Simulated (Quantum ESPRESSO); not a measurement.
A run of Quantum ESPRESSO 7.5:

The input pw.in:

```
&CONTROL
  calculation = 'scf'
  prefix = 'pwscf'
  outdir = './tmp'
  pseudo_dir = './pseudo'
  tprnfor = .true.
  tstress = .true.
  disk_io = 'low'
/
&SYSTEM
  ibrav = 0
  celldm(1) = 8
  nat = 2
  ntyp = 2
  ecutwfc = 88
  nbnd = 26
  occupations = 'smearing'
  smearing = 'mv'
  degauss = 0.01469973
/
&ELECTRONS
  conv_thr = 4d-10
  electron_maxstep = 120
  mixing_beta = 0.5
/
ATOMIC_SPECIES
Ag   107.8682 Ag.upf
Rh   102.9055 Rh.upf
CELL_PARAMETERS alat
  0.6561101230768   0.0000000000000   0.0000000000000
 -0.3280550615384   0.5682080342697   0.0000000000000
  0.0000000000000   0.0000000000000   1.1358676027910
ATOMIC_POSITIONS crystal
Ag     0.0000000000    0.0000000000    0.5000000000
Rh     0.6666666667    0.3333333333    0.0000000000
K_POINTS automatic
9 9 5 0 0 0
```

Contents of relax.in:

```
&CONTROL
  calculation = 'vc-relax'
  prefix = 'pwscf'
  outdir = './tmp'
  pseudo_dir = './pseudo'
  tprnfor = .true.
  tstress = .true.
  disk_io = 'low'
  nstep = 40
  forc_conv_thr = 0.0001
  etot_conv_thr = 1d-06
/
&SYSTEM
  ibrav = 0
  celldm(1) = 8
  nat = 2
  ntyp = 2
  ecutwfc = 88
  nbnd = 26
  occupations = 'smearing'
  smearing = 'mv'
  degauss = 0.01469973
/
&ELECTRONS
  conv_thr = 4d-10
  electron_maxstep = 120
  mixing_beta = 0.5
/
&IONS
  ion_dynamics = 'bfgs'
/
&CELL
  cell_dynamics = 'bfgs'
  press = 150
  press_conv_thr = 0.2
/
ATOMIC_SPECIES
Ag   107.8682 Ag.upf
Rh   102.9055 Rh.upf
CELL_PARAMETERS alat
  0.6561101230768   0.0000000000000   0.0000000000000
 -0.3280550615384   0.5682080342697   0.0000000000000
  0.0000000000000   0.0000000000000   1.1358676027910
ATOMIC_POSITIONS crystal
Ag     0.0000000000    0.0000000000    0.5000000000
Rh     0.6666666667    0.3333333333    0.0000000000
K_POINTS automatic
9 9 5 0 0 0
```

Contents of scf2.in:

```
&CONTROL
  calculation = 'scf'
  prefix = 'pwscf'
  outdir = './tmp'
  pseudo_dir = './pseudo'
  tprnfor = .true.
  tstress = .true.
  disk_io = 'low'
/
&SYSTEM
  ibrav = 0
  celldm(1) = 8
  nat = 2
  ntyp = 2
  ecutwfc = 88
  nbnd = 26
  occupations = 'smearing'
  smearing = 'mv'
  degauss = 0.01469973
/
&ELECTRONS
  conv_thr = 1d-13
  electron_maxstep = 120
  mixing_beta = 0.5
  startingpot = 'file'
  startingwfc = 'file'
/
ATOMIC_SPECIES
Ag   107.8682 Ag.upf
Rh   102.9055 Rh.upf
CELL_PARAMETERS alat
  0.6382327221374  -0.0000000000068   0.0000000000000
 -0.3191163610628   0.5527257509009   0.0000000000000
  0.0000000000000   0.0000000000000   1.0948782081409
ATOMIC_POSITIONS crystal
Ag     0.0000000000    0.0000000000    0.5000000000
Rh     0.6666666667    0.3333333333    0.0000000000
K_POINTS automatic
9 9 5 0 0 0
```

File ph.in:

```
phonons of AgRh
&INPUTPH
  prefix = 'pwscf'
  outdir = './tmp'
  tr2_ph = 1d-18
  fildyn = 'dyn'
  niter_ph = 90
  alpha_mix(1) = 0.4
/
0.0000000000 0.0000000000 0.0000000000
```

Contents of dynmat.in:

```
&INPUT
  fildyn = 'dyn'
  asr = 'crystal'
  filout = 'dynmat.disp'
  fileig = 'dynmat.eig'
/
```

Potentials or basis: PseudoDojo 0.4.1 SR PBE standard.

Run with:

```bash
$ OMP_NUM_THREADS=1 mpirun -n 4 pw.x -nk 4 -in pw.in > pw.out
$ OMP_NUM_THREADS=1 mpirun -n 4 pw.x -nk 4 -in relax.in > relax.out
$ OMP_NUM_THREADS=1 mpirun -n 4 pw.x -nk 4 -in scf2.in > scf2.out
$ OMP_NUM_THREADS=1 mpirun -n 4 ph.x -nk 4 -in ph.in > ph.out
$ OMP_NUM_THREADS=1 mpirun -n 1 dynmat.x -in dynmat.in > dynmat.out
```

Hardware: 4 MPI ranks on Arm Neoverse V1, on a shared host.

**Question.** How long does it take, and how much memory?

**Answer.** Run time: 4.1 min on 4 MPI ranks on Arm Neoverse V1, on a shared host, peak memory 0.28 GiB a rank. Counts: scf iterations 65, k pools 4, bands 26, ion steps 5, k points 36, g dense 24295.
